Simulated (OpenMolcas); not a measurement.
**SiHClF2 (SMILES F[SiH](F)Cl): a chain of runs**

We compute a single-point energy (HF/ANO-R0), then the energy (CASSCF(2,2)/ANO-R1), then an energy scan (CASPT2(2,2)/ANO-R1), then an energy scan (SC-NEVPT2(2,2)/ANO-R1), then the energy along one coordinate (MC-PDFT[tPBE](2,2)/ANO-R1) of SiHClF2. 

The results are computed with OpenMolcas 26.06.

### 1 The structure to begin with

SiHClF2: 5 atoms, total charge 0, spin state singlet. SMILES: `F[SiH](F)Cl`. The shape is that of a PBE0-D4/def2-TZVP optimisation.

Bond lengths: F1–Si2 1.577 Å, Si2–F3 1.577 Å, Si2–Cl4 2.018 Å, Si2–H5 1.465 Å. Angles: F1–Si2–F3 107.6°, F1–Si2–Cl4 109.0°, F3–Si2–Cl4 109.0°, F1–Si2–H5 109.8°, F3–Si2–H5 109.8°, Cl4–Si2–H5 111.5°.

### 2 The energy at HF/ANO-R0 (sfX2C) (run 1)

File input.xyz:

```xyz
5

F     -0.339600    -0.621400     1.420100
Si     0.095900    -0.000200     0.037800
F     -0.033500     1.566800     0.156500
Cl    -1.157500    -0.656000    -1.401500
H      1.484600    -0.363000    -0.254200
```

File step1.input:

```
&GATEWAY
 Coord = input.xyz
 Basis = ANO-R0
 Group = NoSym

&SEWARD

&SCF
 PrOrbitals = 0

&LOCALISATION
 Occupied
 Freeze
 Pipek-Mezey

&LOCALISATION
 FileOrb = $Project.LocOrb
 Virtual
 Pipek-Mezey
```

Launch:

```sh
export MOLCAS_MEM=1860
pymolcas step1.input > step1.log
```

Standard output:

```text
--- Start Module: gateway ---
[...]
--- Stop Module: gateway /rc=_RC_ALL_IS_WELL_ ---
[...]
      Basis functions           29
[...]
       Convergence after   9 Iterations
[...]
::    Total SCF energy                               -949.7222381730
[...]
      Total spin, S                                     0.0000000000
[...]
      Total electronic charge=   50.000000
      Total            charge=   -0.000000
[...]
      Dipole Moment (debye):
      Origin of the operator (angstrom)=   -0.4256   -0.0525   -0.1791
                   X= -2.1761E-02               Y=  3.1581E-01               Z=  5.4187E-01           Total=  6.2756E-01
      Quadrupole Moment (debye*angstrom):
[...]
--- Start Module: localisation ---
[...]
--- Stop Module: localisation /rc=_RC_ALL_IS_WELL_ ---
--- Start Module: localisation ---
[...]
--- Stop Module: localisation /rc=_RC_ALL_IS_WELL_ ---
[...]
```

It took 2.8 s on 1 thread of Arm Neoverse V1, shared host; peak memory 0.38 GiB.

### 3 The energy at CASSCF(2,2)/ANO-R1 (sfX2C) (run 2)

input.xyz is that of step 2.

File step2.inp:

```
&GATEWAY
 COORD
 input.xyz
 BASIS
 ANO-R0
 GROUP
 NoSym

&SEWARD

&RASSCF
 FILEORB
 $CurrDir/step1.LocOrb
 ALTER
 2
 1 19 25
 1 26 28
 SPIN
 1
 NACTEL
 2 0 0
 INACTIVE
 24
 RAS2
 2
 ORBLISTING
 Nothing
>>> COPY $Project.RunFile RUNFIL1
>>> COPY $Project.RasOrb INPORB

&GATEWAY
 COORD
 input.xyz
 BASIS
 ANO-R1
 GROUP
 NoSym

&SEWARD
>>> COPY $Project.RunFile RUNFIL2

&EXPBAS

&RASSCF
 FILEORB
 $Project.ExpOrb
 SPIN
 1
 NACTEL
 2 0 0
 INACTIVE
 24
 RAS2
 2
 ORBLISTING
 Nothing
 ORBAPPEAR
 Compact
```

Launch:

```sh
export MOLCAS_MEM=1860
pymolcas step2.inp > step2.log
```

Standard output:

```text
--- Start Module: gateway ---
[...]
--- Stop Module: gateway /rc=_RC_ALL_IS_WELL_ ---
[...]
      Basis functions           29
[...]
      Number of active orbitals                  2
[...]
      Spin quantum number                      0.0
[...]
      Active orbitals                            2
[...]
      Number of CSFs                             3
[...]
      Number of root(s) required                 1
[...]
      Convergence after 12 iterations
[...]
      printout of CI-coefficients larger than  0.05 for root  1
      energy=    -949.737823
      conf/sym  11     Coeff  Weight
             1  20   0.99422 0.98846
             3  02  -0.10741 0.01154
      Natural orbitals and occupation numbers for root  1
      sym 1:   1.976928   0.023072
      ************************************************************************************************************************
      *                                                    Final results                                                     *
[...]
::    RASSCF root number  1 Total energy:   -949.73782292
[...]
      Basis functions           69
[...]
--- Start Module: expbas ---
[...]
--- Stop Module: expbas /rc=_RC_ALL_IS_WELL_ ---
--- Start Module: rasscf ---
[...]
      Convergence after 21 iterations
[...]
      Natural orbitals and occupation numbers for root  1
      sym 1:   1.987578   0.012422
      ************************************************************************************************************************
      *                                                    Final results                                                     *
[...]
::    RASSCF root number  1 Total energy:   -950.37629174
[...]
      Total electronic charge=   50.000000
      Total            charge=   -0.000000
[...]
      Dipole Moment (debye):
      Origin of the operator (angstrom)=   -0.4256   -0.0525   -0.1791
                   X=  1.1827E+00               Y= -6.3839E-01               Z= -6.9022E-01           Total=  1.5108E+00
      Quadrupole Moment (debye*angstrom):
[...]
--- Stop Module: rasscf /rc=_RC_ALL_IS_WELL_ ---
[...]
```

Run time: 14 s. Hardware: 1 thread of Arm Neoverse V1, shared host; peak memory 0.43 GiB.

### 4 The energy along one coordinate at CASPT2(2,2)/ANO-R1 (sfX2C, ipea shift 0.25 Eh, pt2 variant SS) (run 3)

File step3.inp:

```
>>> EXPORT MOLCAS_PRINT=2
>>> COPY $CurrDir/step2.RasOrb $Project.RasOrb
>>> ForEach K in (1, 2, 3, 4, 5, 6, 7, 8, 9)

&GATEWAY
  COORD = $CurrDir/point$K.xyz
  BASIS = ANO-R1
  GROUP = NoSym

&SEWARD

&RASSCF
  FILEORB = $Project.RasOrb
  SPIN = 1
  NACTEL = 2 0 0
  INACTIVE = 24
  RAS2 = 2
  ORBLISTING = Nothing
  ORBAPPEAR = Compact

&CASPT2
  IMAGINARY = 0.2
  FROZEN = 12
>>> EndDo
```

Launch:

```sh
export MOLCAS_MEM=1860
pymolcas step3.inp > step3.log
```

Standard output:

```text
[...]
      Basis functions           69
[...]
      Number of active orbitals                  2
[...]
      Spin quantum number                      0.0
[...]
      Active orbitals                            2
[...]
      Number of CSFs                             3
[...]
      Number of root(s) required                 1
[...]
      Convergence after 40 iterations
[...]
      Natural orbitals and occupation numbers for root  1
      sym 1:   1.990749   0.009251
      ************************************************************************************************************************
      *                                                    Final results                                                     *
[...]
::    RASSCF root number  1 Total energy:   -950.35009652
[...]
::    CASPT2 Root  1     Total energy:   -950.94174034
[...]
      Convergence after 23 iterations
[...]
      Natural orbitals and occupation numbers for root  1
      sym 1:   1.987572   0.012428
      ************************************************************************************************************************
      *                                                    Final results                                                     *
[...]
      Convergence after 13 iterations
[...]
      Natural orbitals and occupation numbers for root  1
      sym 1:   1.734717   0.265283
      ************************************************************************************************************************
      *                                                    Final results                                                     *
[...]
      Convergence after 17 iterations
[...]
      Natural orbitals and occupation numbers for root  1
      sym 1:   1.436682   0.563318
      ************************************************************************************************************************
      *                                                    Final results                                                     *
[...]
      Convergence after 18 iterations
[...]
      Natural orbitals and occupation numbers for root  1
      sym 1:   1.173785   0.826215
      ************************************************************************************************************************
      *                                                    Final results                                                     *
[...]
::    RASSCF root number  1 Total energy:   -950.17478527
[...]
::    CASPT2 Root  1     Total energy:   -950.71938815
[...]
      Convergence after  8 iterations
[...]
::    RASSCF root number  1 Total energy:   -950.17324482
[...]
::    CASPT2 Root  1     Total energy:   -950.71654175
[...]
```

It took 94 s on 1 thread of Arm Neoverse V1, shared host; peak memory 0.43 GiB.

The scan, from its lowest point:

```
Si2–F1 (Å)  energy (kJ/mol)
     1.419             66.2
     1.577              0.0
     1.734             39.4
     1.971            167.3
     2.286            346.2
     2.681            512.6
     3.154            613.3
     3.784            650.0
     4.730            657.5
```

### 5 An energy scan at SC-NEVPT2(2,2)/ANO-R1 (sfX2C, pt2 variant SC-NEVPT2) (run 4)

File step4.inp:

```
* ClF2HSi NEVPT2
>>> COPY $CurrDir/step2.RasOrb $Project.RasOrb
>>> ForEach K in (1, 2, 3, 4, 5, 6, 7, 8, 9)
&GATEWAY
Coord = $CurrDir/point$K.xyz
Basis = ANO-R1
Group = NoSym
&SEWARD
&RASSCF
FileOrb = $Project.RasOrb
Spin = 1
Nactel = 2 0 0
Inactive = 24
Ras2 = 2
OrbListing = Nothing
OrbAppear = Compact
&CASPT2
SC-NEVPT2
Frozen = 12
>>> EndDo
```

Launch:

```sh
export MOLCAS_MEM=1860
pymolcas step4.inp > step4.log
```

Standard output:

```text
[...]
      Basis functions           69
[...]
      Number of active orbitals                  2
[...]
      Spin quantum number                      0.0
[...]
      Active orbitals                            2
[...]
      Number of CSFs                             3
[...]
      Number of root(s) required                 1
[...]
      Convergence after 40 iterations
[...]
      printout of CI-coefficients larger than  0.05 for root  1
      energy=    -950.350097
      conf/sym  11     Coeff  Weight
             1  20   0.99768 0.99537
             3  02  -0.06801 0.00463
      Natural orbitals and occupation numbers for root  1
      sym 1:   1.990749   0.009251
      ************************************************************************************************************************
      *                                                    Final results                                                     *
[...]
::    RASSCF root number  1 Total energy:   -950.35009652
[...]
      E2 (Variational):          -0.5887220686
[...]
::    SC-NEVPT2 Root  1     Total energy:   -950.93871885
[...]
      Convergence after 23 iterations
[...]
      Natural orbitals and occupation numbers for root  1
      sym 1:   1.987572   0.012428
      ************************************************************************************************************************
      *                                                    Final results                                                     *
[...]
      Convergence after 13 iterations
[...]
      Natural orbitals and occupation numbers for root  1
      sym 1:   1.734717   0.265283
      ************************************************************************************************************************
      *                                                    Final results                                                     *
[...]
      Convergence after 17 iterations
[...]
      Natural orbitals and occupation numbers for root  1
      sym 1:   1.436682   0.563318
      ************************************************************************************************************************
      *                                                    Final results                                                     *
[...]
      Convergence after 18 iterations
[...]
::    RASSCF root number  1 Total energy:   -950.17478527
[...]
::    SC-NEVPT2 Root  1     Total energy:   -950.71498150
[...]
      Convergence after  8 iterations
[...]
::    RASSCF root number  1 Total energy:   -950.17324482
[...]
      E2 (Variational):          -0.5390759805
[...]
      Reference weight:           0.86622
[...]
::    SC-NEVPT2 Root  1     Total energy:   -950.71232080
[...]
```

Wall time 93 s (1 thread of Arm Neoverse V1, shared host); peak memory 0.43 GiB.

The scan, from its lowest point:

```csv
Si2–F1 (Å),energy (kJ/mol)
1.419,68.4
1.577,0.0
1.734,34.3
1.971,157.4
2.286,338.5
2.681,514.8
3.154,619.8
3.784,655.9
4.730,662.8
```

### 6 An energy scan at MC-PDFT[tPBE](2,2)/ANO-R1 (sfX2C) (run 5)

File step5.input:

```
>>> EXPORT MOLCAS_PRINT=2
>>> COPY $CurrDir/step2.RasOrb $Project.RasOrb
>>> ForEach K in (1, 2, 3, 4, 5, 6, 7, 8, 9)
&gateway
coord
$CurrDir/point$K.xyz
basis
ANO-R1
group
NoSym
&seward
&rasscf
fileorb
$Project.RasOrb
spin
1
nactel
2 0 0
inactive
24
ras2
2
orblisting
Nothing
orbappear
Compact
&mcpdft
ksdft
T:PBE
>>> EndDo
```

Launch:

```sh
export MOLCAS_MEM=1860
pymolcas step5.input > step5.log
```

Standard output:

```text
--- Start Module: gateway ---
[...]
      Basis functions           69
[...]
      Number of active orbitals                  2
[...]
      Spin quantum number                      0.0
[...]
      Active orbitals                            2
[...]
      Number of CSFs                             3
[...]
      Number of root(s) required                 1
[...]
      Convergence after 40 iterations
[...]
      printout of CI-coefficients larger than  0.05 for root  1
      energy=    -950.350097
      conf/sym  11     Coeff  Weight
             1  20   0.99768 0.99537
             3  02  -0.06801 0.00463
      Natural orbitals and occupation numbers for root  1
      sym 1:   1.990749   0.009251
      ************************************************************************************************************************
      *                                                    Final results                                                     *
[...]
::    RASSCF root number  1 Total energy:   -950.35009652
[...]
::    MCPDFT root number  1 Total energy:   -951.86222405
[...]
      Convergence after 23 iterations
[...]
      Natural orbitals and occupation numbers for root  1
      sym 1:   1.987572   0.012428
      ************************************************************************************************************************
      *                                                    Final results                                                     *
[...]
      Convergence after 13 iterations
[...]
      Natural orbitals and occupation numbers for root  1
      sym 1:   1.734717   0.265283
      ************************************************************************************************************************
      *                                                    Final results                                                     *
[...]
      Convergence after 17 iterations
[...]
      Natural orbitals and occupation numbers for root  1
      sym 1:   1.436682   0.563318
      ************************************************************************************************************************
      *                                                    Final results                                                     *
[...]
      Convergence after 18 iterations
[...]
::    RASSCF root number  1 Total energy:   -950.17478527
[...]
::    MCPDFT root number  1 Total energy:   -951.64023752
[...]
      Convergence after  8 iterations
[...]
::    RASSCF root number  1 Total energy:   -950.17324482
[...]
      Total electronic charge=   50.000000
      Total            charge=   -0.000000
[...]
::    MCPDFT root number  1 Total energy:   -951.63642198
[...]
```

Run time: 96 s. Hardware: 1 thread of Arm Neoverse V1, shared host; peak memory 0.43 GiB.

The scan, from its lowest point:

```
Si2–F1 (Å)  energy (kJ/mol)
     1.419             73.8
     1.577              0.0
     1.734             27.4
     1.971            136.6
     2.286            299.0
     2.681            472.1
     3.154            603.4
     3.784            656.7
     4.730            666.7
```

### 7 Summary of results

```
                                                   quantity          value
                             run 1, HF/ANO-R0: total energy  -949.72224 Eh
                            run 1, HF/ANO-R0: dipole moment         0.63 D
                              run 1, HF/ANO-R0: HOMO energy      -12.26 eV
                              run 1, HF/ANO-R0: LUMO energy        4.35 eV
                            run 1, HF/ANO-R0: HOMO–LUMO gap       16.60 eV
                    run 2, CASSCF(2,2)/ANO-R1: total energy  -950.37629 Eh
  run 2, CASSCF(2,2)/ANO-R1: dipole moment (CASSCF density)         1.51 D
       run 3, CASPT2(2,2)/ANO-R1: lowest energy of the scan  -950.96695 Eh
    run 4, SC-NEVPT2(2,2)/ANO-R1: lowest energy of the scan  -950.96479 Eh
run 5, MC-PDFT[tPBE](2,2)/ANO-R1: lowest energy of the scan  -951.89034 Eh
```

What this shows: Mulliken charges (run 1, HF/ANO-R0) run from -0.34 on F1 to +1.10 on Si2. Mulliken charges (run 2, CASSCF(2,2)/ANO-R1) run from -0.37 on F3 to +0.77 on Si2; they depend strongly on the basis.
